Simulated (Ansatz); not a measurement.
**AlBFH3O: one species, many methods**

The task here is to estimate one member of a computed series from the others.

Computed with Ansatz 0.2.0, Gaussian basis. Level: functionals in def2-TZVPP, the program's frozen cores in correlated methods.

The runs, in order: LDA (SPW92), PBE-D4, revPBE-D4, BLYP-D4, r2SCAN-D4, B97M-V, PBE0-D4, B3LYP-D4, r2SCANh-D4, r2SCAN0-D4, HSE06-D4, BHLYP-D4, CAM-B3LYP-D4, LC-ωPBE, ωB97X-V, ωB97M-V, B2PLYP, PBE-QIDH; CCSD(T)/def2-SVP; CCSD(T)/def2-TZVPP; MP2/def2-QZVPP; extrapolation to the limit; RPA on PBE.

## The geometry

An earlier PBE0-D4 in a triple-zeta def2 set relaxation fixed the geometry.

SMILES `O[BH][AlH][F]`, 7 atoms, charge 0, spin multiplicity 1.

Atoms are counted from 1 here; the program's logs count them from 0.

Bond lengths: O1–B2 1.355 Å, O1–H5 0.963 Å, B2–Al3 2.147 Å, B2–H6 1.209 Å, Al3–F4 1.659 Å, Al3–H7 1.588 Å. Angles: B2–O1–H5 113.9°, O1–B2–Al3 117.9°, O1–B2–H6 117.9°, Al3–B2–H6 124.2°, B2–Al3–F4 117.1°, B2–Al3–H7 128.4°, F4–Al3–H7 114.5°.

The first run:

in.yaml

```yaml
crystal:
  periodic: [false, false, false]
  atoms:
    - {symbol: O, position_ang: [-1.643356, 0.482704, -0.074204]}
    - {symbol: B, position_ang: [-0.311434, 0.690808, 0.066455]}
    - {symbol: Al, position_ang: [0.985766, -1.019241, 0.010389]}
    - {symbol: F, position_ang: [1.958850, -1.186163, -1.323218]}
    - {symbol: H, position_ang: [-2.168420, 1.289048, -0.046925]}
    - {symbol: H, position_ang: [0.070338, 1.828398, 0.215689]}
    - {symbol: H, position_ang: [1.169456, -2.153552, 1.106114]}
basis:
  gaussian: {orbitals: def2-TZVPP}
hamiltonian: {xc: lda}
output: {orbitals: {seedname: orbitals}}
```

Command:

```
$ ansatz run in.yaml --threads 2 --pin off --events-out ev --progress --plain --max-ram 4352MiB
```

Among the steps run: LDA; PBE-D4 (GGA); revPBE-D4 (GGA); BLYP-D4 (GGA); r2SCAN-D4 (meta-GGA); B97M-V (meta-GGA); PBE0-D4 (hybrid); B3LYP-D4 (hybrid); r2SCANh-D4 (hybrid); r2SCAN0-D4 (hybrid); HSE06-D4 (hybrid); BHLYP-D4 (hybrid); CAM-B3LYP-D4 (range-separated); LC-ωPBE (range-separated); ωB97X-V (range-separated); ωB97M-V (range-separated); B2PLYP (double hybrid); PBE-QIDH (double hybrid).

One of the session's tables, all rows but one given; the rest of the session is left out.

It belongs to the step «Frontier levels by functional». 

| functional | HOMO (eV) | LUMO (eV) | gap (eV) |
| --- | --- | --- | --- |
| LDA (SPW92) | -6.11 | -2.67 | 3.44 |
| PBE-D4 | -6.05 | -2.43 | 3.62 |
| revPBE-D4 | -6.01 | -2.32 | 3.68 |
| BLYP-D4 | -5.96 | -2.28 | 3.68 |
| r2SCAN-D4 | -6.28 | -2.15 | 4.14 |
| B97M-V | -6.34 | -2.32 | 4.03 |
| PBE0-D4 | ? | ? | ? |
| B3LYP-D4 | -7.10 | -1.75 | 5.35 |
| r2SCANh-D4 | -6.74 | -1.84 | 4.90 |
| r2SCAN0-D4 | -7.43 | -1.39 | 6.04 |
| HSE06-D4 | -6.88 | -1.92 | 4.95 |
| BHLYP-D4 | -8.45 | -0.68 | 7.77 |
| CAM-B3LYP-D4 | -8.64 | -0.52 | 8.12 |
| LC-ωPBE | -9.95 | 0.63 | 10.58 |
| ωB97X-V | -9.62 | 0.51 | 10.13 |
| ωB97M-V | -9.40 | 0.23 | 9.63 |

**Question.** Estimate the row for PBE0-D4.

As computed: HOMO (eV): -7.28; LUMO (eV): -1.55; gap (eV): 5.73. In the column «HOMO (eV)» it lies between r2SCAN0-D4 (-7.43) and B3LYP-D4 (-7.10).
